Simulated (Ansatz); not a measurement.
**Cd: a sweep of LAPW's basis error target**

The task here is to estimate one member of a computed series from the others.

Program: Ansatz 0.2.0. Level of theory: DFT, PBE, all-electron LAPW, scalar-relativistic. These are calculated values, not measurements.

1 further run of the same task is left out (set aside as unsound or not needed).

### Starting point

It takes space group P6_3/mmc (No. 194, hexagonal). Conventional cell: a = 3.062 Å, b = 3.062 Å, c = 5.592 Å, α = 90.00°, β = 90.00°, γ = 120.00°. Around Cd (site symmetry -6m2) lie 12 Cd at 3.06 to 3.31 Å.

Coordinates:

```cif
data_structure
_symmetry_space_group_name_H-M 'P 1'
_symmetry_Int_Tables_number 1
_cell_length_a 3.0616
_cell_length_b 3.0616
_cell_length_c 5.5918
_cell_angle_alpha 90.000
_cell_angle_beta 90.000
_cell_angle_gamma 120.000
_cell_volume 45.39
loop_
_atom_site_label
_atom_site_type_symbol
_atom_site_fract_x
_atom_site_fract_y
_atom_site_fract_z
_atom_site_occupancy
Cd1 Cd 0.33333 0.66667 0.25000 1
Cd2 Cd 0.66667 0.33333 0.75000 1
```

The cell was relaxed by PAW from a hypothetical start (hcp type); it needn't be the stable phase of this composition.

Atoms are numbered in the order of the input: Cd1, Cd2.

The first run:

File input.yaml:

```yaml
crystal:
  lattice:
    - [3.0615656364, 0.0, 0.0]
    - [-1.5307828182, 2.6513936165, 0.0]
    - [0.0, 0.0, 5.591779396]
  atoms:
    - { symbol: Cd, position: [0.3333333333, 0.6666666667, 0.25] }
    - { symbol: Cd, position: [0.6666666667, 0.3333333333, 0.75] }
kpoints:
  mp_grid: { grid: [14, 14, 8] }
scf:
  occupations: { method: fermi_dirac, width: 0.05 }
hamiltonian:
  xc: pbe
  pseudopotentials: { kind: all_electron, lapw: { basis_error: 0.03 } }
output:
  forces: true
  stress: true
  eigenvalues: true
```

Command:

```bash
ansatz run input.yaml --threads 1 --pin off --max-ram 2048MiB --backend cpu --events-out ev --progress --plain --runs-dir out
```

Steps of the session up to this table: With basis error target 0.03 eV/atom; With basis error target 0.01 eV/atom; With basis error target 0.003 eV/atom; With basis error target 0.0001 eV/atom.

One table of the session follows, with a row left open; its other results are not shown here.

```
basis error target (eV/atom)  pressure (GPa)
                        0.03            0.06
                        0.01               ?
                       0.003            0.00
                      0.0001            0.00
```

**Question.** Estimate the row for basis error target (eV/atom) = 0.01.

Worked estimate for «pressure (GPa)». A straight line through the neighbours (0.03, 0.06) and (0.003, 0.00) gives 0.06 + (0.00 − 0.06) × (0.01 − 0.03) / (0.003 − 0.03) = 0.02; a parabola fitted to 3 rows on both sides gives 0.01.

As computed: pressure (GPa): 0.02. In «pressure (GPa)» the line misses by 0.00 and the parabola by -0.01.

Energies are those extrapolated to zero smearing.
